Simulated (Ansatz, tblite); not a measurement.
# The cluster As6: one state, many levels

One table from this session's results is given with a row withheld; the runs are named, their logs left out.

The runs use Ansatz 0.2.0, Gaussian basis; as each input shows.

Plan: GFN1-xTB, GFN2-xTB, PBE-D4/def2-TZVP, r2SCAN-D4/def2-TZVP, LC-ωPBE/def2-TZVP, PBE-QIDH/def2-TZVP, PBE+10HF/def2-SVP, PBE+15HF/def2-SVP, PBE+40HF/def2-SVP, PBE-D4/def2-SVP, PBE0-D4/def2-SVP, HF/STO-3G, HF/6-31G, B3LYP-D4/6-31G, PBE0-D4/def2-TZVPD, PBE-D4/def2-TZVPD, r2SCAN-D4/def2-TZVPD, MP2/def2-TZVP, RPA/def2-TZVP.

2 further runs of the same task are left out: 2 set aside as unsound or not needed.

## The relaxed structure

The geometry is that of the singlet, from an earlier relaxation (PBE-D4/def2-SVP). At that level it is the lowest of the isomers that a small search found.

6 atoms, charge 0, spin multiplicity 1.

Bond lengths: As1–As2 2.500 Å, As1–As4 2.500 Å, As1–As5 2.547 Å, As2–As3 2.547 Å, As2–As4 2.500 Å, As3–As5 2.500 Å, As3–As6 2.501 Å, As4–As6 2.547 Å, As5–As6 2.500 Å. Angles: As2–As1–As4 60.0°, As2–As1–As5 90.0°, As4–As1–As5 90.0°, As1–As2–As3 90.0°, As1–As2–As4 60.0°, As3–As2–As4 90.0°, As2–As3–As5 90.0°, As2–As3–As6 90.0°, As5–As3–As6 60.0°, As1–As4–As2 60.0°, As1–As4–As6 90.0°, As2–As4–As6 90.0°, As1–As5–As3 90.0°, As1–As5–As6 90.0°, As3–As5–As6 60.0°, As3–As6–As4 90.0°, As3–As6–As5 60.0°, As4–As6–As5 90.0°.

PBE0-D4/def2-TZVP was run before; its log isn't repeated, and its numbers join the tables.

Set-up of the first run:

Tight binding, by tblite at 300 K electronic temperature and without a spin-polarisation term:

```python
tblite.interface.Calculator('GFN1-xTB', numbers, positions, charge=0, uhf=0).singlepoint()
```

Tight binding, by tblite at 300 K electronic temperature and without a spin-polarisation term:

```python
tblite.interface.Calculator('GFN2-xTB', numbers, positions, charge=0, uhf=0).singlepoint()
```

start.molden holds the orbitals of an earlier run on this state, given as this run's starting guess.

File in.yaml:

```yaml
crystal:
  periodic: [false, false, false]
  atoms:
    - {symbol: As, position_ang: [-1.022396, -1.575372, -0.422854]}
    - {symbol: As, position_ang: [1.341053, -1.333755, 0.356983]}
    - {symbol: As, position_ang: [1.486480, 0.937232, -0.786145]}
    - {symbol: As, position_ang: [-0.536767, -0.497411, 1.780451]}
    - {symbol: As, position_ang: [-0.876969, 0.695680, -1.565872]}
    - {symbol: As, position_ang: [-0.391392, 1.773626, 0.637427]}
basis:
  gaussian: {orbitals: def2-TZVP, initial_orbitals: start.molden}
hamiltonian: {xc: pbe, dispersion: d4}
scf: {omitted_lower_state_checks: [starts]}
output: {orbitals: {seedname: orbitals}}
```

Started as:

```bash
$ ansatz run in.yaml --threads 4 --pin off --events-out ev --progress --plain --max-ram 8704MiB
```

Among the steps run: PBE-D4/def2-TZVP; r2SCAN-D4/def2-TZVP; LC-ωPBE/def2-TZVP; PBE-QIDH/def2-TZVP; PBE+10HF/def2-SVP; PBE+15HF/def2-SVP; PBE+40HF/def2-SVP; PBE-D4/def2-SVP; PBE0-D4/def2-SVP; HF/STO-3G; HF/6-31G; B3LYP-D4/6-31G; PBE0-D4/def2-TZVPD; PBE-D4/def2-TZVPD; r2SCAN-D4/def2-TZVPD; MP2/def2-TZVP; RPA/def2-TZVP.

One of the session's tables, all rows but one given; the rest of the session is left out.

It belongs to the step «Binding energy». 

```
               level  binding an atom (eV)
           HF/STO-3G                 1.457
            HF/6-31G                -0.177
        HF/def2-TZVP                 0.635
     PBE-D4/def2-SVP                 2.793
    PBE-D4/def2-TZVP                     ?
   PBE-D4/def2-TZVPD                 2.827
 r2SCAN-D4/def2-TZVP                 2.575
r2SCAN-D4/def2-TZVPD                 2.577
      B3LYP-D4/6-31G                 2.108
    PBE0-D4/def2-SVP                 2.541
   PBE0-D4/def2-TZVP                 2.590
  PBE0-D4/def2-TZVPD                 2.591
   LC-ωPBE/def2-TZVP                 2.219
  PBE-QIDH/def2-TZVP                 2.439
       RPA/def2-TZVP                 2.347
       MP2/def2-TZVP                 2.411
```

Q: Estimate the row for PBE-D4/def2-TZVP from the others.

The run gave: binding an atom (eV): 2.825. In the column «binding an atom (eV)» it lies between PBE-D4/def2-SVP (2.793) and PBE-D4/def2-TZVPD (2.827).

Limits of these values: Free atoms were run apart at each level; binding is atoms less cluster, divided by the number of atoms, without zero-point or spin-orbit terms.
